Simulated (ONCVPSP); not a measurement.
**An ONCV potential for erbium, from input to tests**

Task: generate the file, and judge it by its errors in other configurations, its logarithmic derivatives, its ghosts and its cutoff.

Program: ONCVPSP 4.0.1. Reference atom: LDA (Perdew-Wang 92), scalar-relativistic, spherical and spin-unpolarised. All values are calculated.

## Step 1: The design

Typed settings, in words:

```json
{
 "element": "erbium (Er, Z = 68)",
 "type": "optimised norm-conserving Vanderbilt (ONCV)",
 "frozen core": "[Kr]",
 "valence charge": "32",
 "reference configuration": "4d10 4f11 5s2 5p6 5d1 6s2",
 "partial waves": "5s+6s: rc 1.80 bohr, ncon 4, nbas 8, qcut 7.2 1/bohr, 2 projectors; 5p: rc 2.35 bohr, ncon 3, nbas 7, qcut 5.2 1/bohr, 3 projectors, debl 0.5 Ha; 4d+5d: rc 1.05 bohr, ncon 4, nbas 9, qcut 13.5 1/bohr, 2 projectors; 4f: rc 0.90 bohr, ncon 4, nbas 8, qcut 16.2 1/bohr, 2 projectors, debl 0.5 Ha",
 "local potential": "polynomial inside 0.65 bohr (lpopt 5, dvloc0 6 Ha)",
 "core correction": "not asked for"
}
```

The outer shells as boxes (Hund's rule for the drawing; the calculation is spin-unpolarised):

```
[Kr] core
4d [↑↓][↑↓][↑↓][↑↓][↑↓]
4f [↑↓][↑↓][↑↓][↑↓][↑ ][↑ ][↑ ]
5s [↑↓]
5p [↑↓][↑↓][↑↓]
5d [↑ ][  ][  ][  ][  ]
6s [↑↓]
```

An earlier all-electron run gives the scale for the radii.

All-electron outer shells of the reference configuration (LDA (PZ), scalar-relativistic, ld1.x):

| shell | level (eV) | outermost node (bohr) | outermost maximum (bohr) |
| --- | --- | --- | --- |
| 4p | -321.39 | 0.27 | 0.49 |
| 4d | -172.44 | 0.25 | 0.51 |
| 5s | -56.15 | 0.60 | 1.10 |
| 5p | -29.87 | 0.65 | 1.26 |
| 4f | -9.67 | – | 0.51 |
| 6s | -4.56 | 1.49 | 3.14 |
| 5d | -2.26 | 0.73 | 1.90 |
| 6p | -1.39 | 1.81 | 4.40 |

## Step 2: The generation run

The input, Er.dat:

```
# ATOM AND REFERENCE CONFIGURATION
# atsym  z   nc   nv     iexc    psfile
  Er 68.00    8    6  -001012      upf
#
#   n    l    f
    1    0    2.00
    2    0    2.00
    2    1    6.00
    3    0    2.00
    3    1    6.00
    3    2   10.00
    4    0    2.00
    4    1    6.00
    4    2   10.00
    4    3   11.00
    5    0    2.00
    5    1    6.00
    5    2    1.00
    6    0    2.00
#
# PSEUDOPOTENTIAL AND OPTIMIZATION
# lmax
    3
#
#   l,   rc,      ep,       ncon, nbas, qcut
    0    1.80    0.00    4    8    7.20
    1    2.35    0.00    3    7    5.20
    2    1.05    0.00    4    9   13.50
    3    0.90    0.00    4    8   16.20
#
# LOCAL POTENTIAL
# lloc, lpopt,  rc(5),   dvloc0
    4    5    0.65    6.00
#
# VANDERBILT-KLEINMAN-BYLANDER PROJECTORs
# l, nproj, debl
    0    2    3.70
    1    3    0.50
    2    2    2.50
    3    2    0.50
#
# MODEL CORE CHARGE
# icmod, fcfact, rcfact
    0    0.00    0.00
#
# LOG DERIVATIVE ANALYSIS
# epsh1, epsh2, depsh
   -8.00    5.00    0.04
#
# OUTPUT GRID
# rlmax, drl
    6.00    0.01
#
# TEST CONFIGURATIONS
# ncnf
    4
# nvcnf
#   n    l    f
    6
    4    2   10.00
    4    3   12.00
    5    0    2.00
    5    1    6.00
    5    2    0.00
    6    0    2.00
#
    6
    4    2   10.00
    4    3   12.00
    5    0    2.00
    5    1    6.00
    5    2    0.00
    6    0    1.00
#
    6
    4    2   10.00
    4    3   12.00
    5    0    2.00
    5    1    6.00
    5    2    0.00
    6    0    0.00
#
    6
    4    2   10.00
    4    3   11.00
    5    0    2.00
    5    1    6.00
    5    2    0.00
    6    0    0.00
#
```

Command:

```sh
$ oncvpsp.x < Er.dat > Er.out
```

Q: Predict the outcome of this session. Wanted: cutoffs for 1 and 0.1 mHa per electron, occupied waves; bound ghosts; GHOST(+) flags; largest test error; largest phase difference near zero energy, channels read; projector energies reset by the program.

As calculated:

| quantity | value |
| --- | --- |
| cutoffs for 1 and 0.1 mHa per electron, occupied waves | 135 Ha and 326 Ha |
| bound ghosts | s at -707.64 eV, p at -122.38 eV |
| GHOST(+) flags | none at low energy |
| largest test error (AE − PS) | +17 meV, for 4d10 4f12 5s2 5p6 5d0 6s0 (1 test unsolved) |
| largest phase difference near zero energy, channels read | 0.002 rad |
| projector energies reset by the program | p: -1.098, 0.250, 0.750 Ha |

It has a bound ghost (s, p), a state that the atom doesn't have, and that rules the file out. The worst unpolarised test, 4d10 4f12 5s2 5p6 5d0 6s0, is off by 17 meV on 13.9 eV; by total energies transferability rates as good where solved. Atomic tests can pass in spite of a ghost, since they solve only for the levels asked. Of the tests 1 gave no usable energy difference, which is a warning in itself. By its cutoff, 135 Ha for the looser tolerance, it is very hard. At the looser tolerance the 4f wave is the slowest; 4d needs 82 Ha. Near zero energy the phases of the channels with partial waves agree within 0.002 rad. The pseudo curves have a pole with no partner nearby in the atom's: p at -4.48 Ha. These are tests on the free atom; a crystal test is still owed.
